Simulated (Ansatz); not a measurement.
# GdP: the crystal squeezed far

Aim: compress GdP (rocksalt type) step by step, far beyond the usual range, and follow pressure and electronic structure. The runs shown use PAW. Its runs: cell relaxed at zero pressure (PAW); volume scaled by 1 (PAW); volume scaled by 0.9 (PAW and PAW (cutoff 800 eV)); volume scaled by 0.8 (PAW); volume scaled by 0.7 (PAW); volume scaled by 0.6 (PAW); volume scaled by 0.5 (PAW); volume scaled by 0.4 (PAW and PAW (cutoff 600 eV)).

Method: DFT, PBEsol, PAW with Ansatz's default frozen-core files, scalar-relativistic, in Ansatz 0.2.0.

3 further runs of the same task are left out: 3 that didn't finish.

### Step 1. The structure to begin with

It takes space group Fm-3m (No. 225, cubic). Conventional cell: a = 5.426 Å, b = 5.426 Å, c = 5.426 Å, α = 90.00°, β = 90.00°, γ = 90.00°. Gd (site symmetry m-3m) is surrounded by 6 P at 2.71 Å. Around P (site symmetry m-3m) lie 6 Gd at 2.71 Å.

As a file:

```cif
data_structure
_symmetry_space_group_name_H-M 'P 1'
_symmetry_Int_Tables_number 1
_cell_length_a 3.8368
_cell_length_b 3.8368
_cell_length_c 3.8368
_cell_angle_alpha 60.000
_cell_angle_beta 60.000
_cell_angle_gamma 60.000
_cell_volume 39.94
loop_
_atom_site_label
_atom_site_type_symbol
_atom_site_fract_x
_atom_site_fract_y
_atom_site_fract_z
_atom_site_occupancy
Gd1 Gd 0.00000 0.00000 0.00000 1
P1 P 0.50000 0.50000 0.50000 1
```

Whether this phase is the stable one at these pressures isn't tested.

Atoms are numbered in the order of the input: Gd1, P2.

### Step 2. Cell relaxed at zero pressure, PAW

input.yaml reads:

```yaml
crystal:
  lattice:
    - [0.0, 2.7130025345, 2.7130025345]
    - [2.7130025345, 0.0, 2.7130025345]
    - [2.7130025345, 2.7130025345, 0.0]
  atoms:
    - { symbol: Gd, position: [0.0, 0.0, 0.0], spin: 7.0 }
    - { symbol: P, position: [0.5, 0.5, 0.5] }
magnetization:
  spin_polarized: true
kpoints:
  mp_grid: { grid: [13, 13, 13] }
scf:
  occupations: { method: fermi_dirac, width: 0.05 }
hamiltonian:
  xc: pbesol
  pseudopotentials: { kind: paw }
output:
  forces: true
  stress: true
relax:
  f_tol: 0.005
  max_steps: 40
  cell: {}
```

On the command line:

```
ansatz run input.yaml --threads 1 --pin off --max-ram 3072MiB --backend cpu --events-out ev --progress --plain --runs-dir out
```

Further steps of the session: Volume scaled by 1, PAW; Volume scaled by 0.9, PAW; Volume scaled by 0.9, PAW (cutoff 800 eV); Volume scaled by 0.8, PAW; Volume scaled by 0.7, PAW; Volume scaled by 0.6, PAW; Volume scaled by 0.5, PAW; Volume scaled by 0.4, PAW; Volume scaled by 0.4, PAW (cutoff 600 eV).

What does the calculation give? Wanted: PAW pressure at 0.4 of the volume; fitted bulk modulus at zero pressure.

**Answer**, as computed:

| quantity | value |
| --- | --- |
| PAW pressure at 0.4 of the volume | 366.3 GPa |
| PAW (cutoff 600 eV) pressure at 0.4 of the volume | 366.2 GPa |
| fitted bulk modulus at zero pressure (PAW) | 91 GPa |
| its pressure derivative | 3.53 |

By PAW the pressure climbs to 366 GPa at 0.4 of the first volume. A third-order Birch-Murnaghan curve fits the range only roughly (B₀ = 91 GPa, B′ = 3.53, misfit at most 1.82 GPa). A fit over so wide a range leans to the high pressures, so B₀ can be off by several per cent. The largest moment goes from 6.92 to 6.11 μB. No all-electron run checks these rows here, and frozen cores can fail under such compression. The ions are at rest, and the electrons smeared by 0.05 eV. The magnetic state is the one reached from the start moments in this cell; it needn't be the ground state. Spin-orbit coupling is left out, though the cell holds Gd; in elements this heavy it can shift bands and gaps by tenths of an eV. With one magnetic atom in the cell only ferromagnetic order fits; the real order can differ.
